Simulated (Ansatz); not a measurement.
# r2SCAN/def2-SVP (core potential) run of SnNH4F (SMILES [NH2][SnH2][F])

Aim: the electronic atomisation energy of SnNH4F at r2SCAN/def2-SVP (core potential), from 5 runs. 

The results are computed with Ansatz 0.2.0.

59 further runs of the same task are left out: 1 that didn't finish, 58 set aside as unsound or not needed.

## (1) The system as given

The species is SnNH4F (7 atoms), meant as a singlet with charge 0. As SMILES, `[NH2][SnH2][F]`. The coordinates come from a PBE0-D4/def2-TZVP relaxation. This is one conformer, not always the lowest.

Bond lengths: N1–Sn2 1.995 Å, Sn2–F3 1.926 Å, N1–H4 1.008 Å, N1–H5 1.008 Å, Sn2–H6 1.699 Å, Sn2–H7 1.699 Å. Angles: N1–Sn2–F3 105.2°, N1–Sn2–H6 111.6°, N1–Sn2–H7 111.8°, F3–Sn2–H6 103.8°, F3–Sn2–H7 103.8°, Sn2–N1–H4 117.7°, Sn2–N1–H5 117.8°, H6–Sn2–H7 119.0°, H4–N1–H5 110.3°.

## (2) The energy at r2SCAN/def2-SVP (core potential)

The input, job.yaml:

```yaml
crystal:
  periodic: [false, false, false]
  atoms:
    - {symbol: "N", position_ang: [-0.824600, 0.088300, -0.943000]}
    - {symbol: Sn, position_ang: [0.497700, -0.065100, 0.542900]}
    - {symbol: F, position_ang: [0.233900, -1.827500, 1.272400]}
    - {symbol: H, position_ang: [-1.584200, 0.741400, -0.829600]}
    - {symbol: H, position_ang: [-0.469500, 0.125500, -1.885700]}
    - {symbol: H, position_ang: [0.113100, 0.971100, 1.833800]}
    - {symbol: H, position_ang: [2.094900, -0.101800, -0.036600]}
basis:
  gaussian:
    orbitals: def2-SVP
hamiltonian:
  xc: {name: r2SCAN}
accuracy: high
output:
  orbitals: {seedname: orbitals}
```

Started as:

```
$ ansatz run job.yaml --threads 1 --pin off --max-ram 3480MiB --events-out events.jsonl --progress --plain --runs-dir runs
```

The log of the run:

```text
Warning: RAYON_NUM_THREADS=1 ignored (pool sized by the plan → 1); use --threads N
Functional definition: r2SCAN
  name "r2SCAN"
  parameter k0 = 0.174
  parameter k1 = 0.065
  parameter a1 = 4.9479
  exchange = r2scan_x(k0 = k0, k1 = k1, a1 = a1)
  correlation = r2scan_c
1764 factors; integrals over basis functions are off by at most 2.9e-9 eV
mean field evaluation 1: about -10091.7936 eV, gradient 6.7e1 eV
mean field evaluation 2: about -10045.6198 eV, gradient 1.4e2 eV
mean field evaluation 4: about -10100.3455 eV, gradient 4.9e0 eV
mean field evaluation 8: about -10100.4042 eV, gradient 4.1e-1 eV
mean field evaluation 16: about -10100.4046 eV, gradient 5.2e-6 eV
mean field -10100.40463257 eV, -371.1830239468 hartree, gradient 3.4e-8 eV, S^2 0.000000; 0 other end points of the search recorded, 0 dependent functions left out
reference -10100.40463349 eV, -371.1830239806 hartree; 21, 21 occupied and 53, 53 virtual orbitals, 1764 factors
Total energy: -10100.40463349 eV, -371.1830239806 hartree
```

It took 7.8 s on 1 thread of Intel Xeon Platinum 8488C (Sapphire Rapids), shared host; peak memory 0.26 GiB.

## (3) The F atom at the same level

The input, job.yaml:

```yaml
crystal:
  periodic: [false, false, false]
  atoms:
    - symbol: F
      position_ang: [0.000000, 0.000000, 0.000000]
basis:
  gaussian:
    orbitals: def2-SVP
magnetization:
  spin_polarized: true
  initial_magnetization: 1
hamiltonian:
  xc: r2scan
accuracy: high
```

Run the same way, it converges to -99.59877 Eh (log not shown).

## (4) The H atom, same level

The input, input.yaml:

```yaml
basis:
  gaussian:
    orbitals: def2-SVP
crystal:
  periodic: [false, false, false]
  atoms:
    - {symbol: H, position_ang: [0.000000, 0.000000, 0.000000]}
magnetization:
  spin_polarized: true
  initial_magnetization: 1
hamiltonian:
  xc: {name: r2SCAN}
accuracy: high
```

Run the same way, it converges to -0.49921 Eh (log not shown).

## (5) The N atom, same level

The input, input.yaml:

```yaml
crystal:
  periodic: [false, false, false]
  atoms:
    - {symbol: "N", position_ang: [0.000000, 0.000000, 0.000000]}
basis:
  gaussian:
    orbitals: def2-SVP
magnetization:
  spin_polarized: true
  initial_magnetization: 3
hamiltonian:
  xc: {name: r2SCAN}
accuracy: high
```

Run the same way, it converges to -54.51540 Eh (log not shown).

## (6) The Sn atom at the same level

The input, input.yaml:

```yaml
crystal:
  periodic: [false, false, false]
  atoms:
    - symbol: Sn
      position_ang: [0.000000, 0.000000, 0.000000]
basis:
  gaussian:
    orbitals: def2-SVP
magnetization:
  spin_polarized: true
  initial_magnetization: 2
hamiltonian:
  xc: r2scan
accuracy: high
```

Started as:

```
$ ansatz run input.yaml --threads 1 --pin off --max-ram 3480MiB --events-out events.jsonl --progress --plain --runs-dir runs
```

The log of the run (excerpt; [...] marks lines left out):

```text
Warning: RAYON_NUM_THREADS=1 ignored (pool sized by the plan → 1); use --threads N
[... 7 set-up lines as earlier in the session ...]
223 factors; integrals over basis functions are off by at most 2.0e-9 eV
mean field evaluation 1: about -5832.0485 eV, gradient 2.2e0 eV
mean field evaluation 2: about -5832.1030 eV, gradient 8.0e-1 eV
mean field evaluation 4: about -5832.1060 eV, gradient 4.3e-1 eV
mean field evaluation 8: about -5832.1067 eV, gradient 3.7e-4 eV
mean field evaluation 16: about -5832.0101 eV, gradient 2.8e0 eV
mean field evaluation 32: about -5832.1067 eV, gradient 4.6e-3 eV
mean field -5832.10668691 eV, -214.3259676000 hartree, gradient 6.1e-9 eV, S^2 2.004498; 3 other end points of the search recorded, 0 dependent functions left out
reference -5832.10669005 eV, -214.3259677155 hartree; 12, 10 occupied and 14, 16 virtual orbitals, 223 factors
Total energy: -5832.10669005 eV, -214.3259677155 hartree
```

Run time: 4.2 s. Hardware: 1 thread of Intel Xeon Platinum 8488C (Sapphire Rapids), shared host; peak memory 0.18 GiB.

## (7) What came out

At r2SCAN/def2-SVP (core potential):

```
                     quantity          value
       molecule: total energy  -371.18302 Eh
        molecule: HOMO energy       -6.26 eV
        molecule: LUMO energy       -0.39 eV
      molecule: HOMO–LUMO gap        5.87 eV
         F atom: total energy   -99.59877 Eh
                 F atom: ⟨S²⟩          0.751
         H atom: total energy    -0.49921 Eh
                 H atom: ⟨S²⟩          0.750
         N atom: total energy   -54.51540 Eh
                 N atom: ⟨S²⟩          3.755
        Sn atom: total energy  -214.32597 Eh
                Sn atom: ⟨S²⟩          2.004
electronic atomisation energy      20.301 eV
```

In words: Taking the molecule apart into free atoms costs 20.30 eV (468 kcal/mol), before zero-point energy and without spin-orbit coupling.
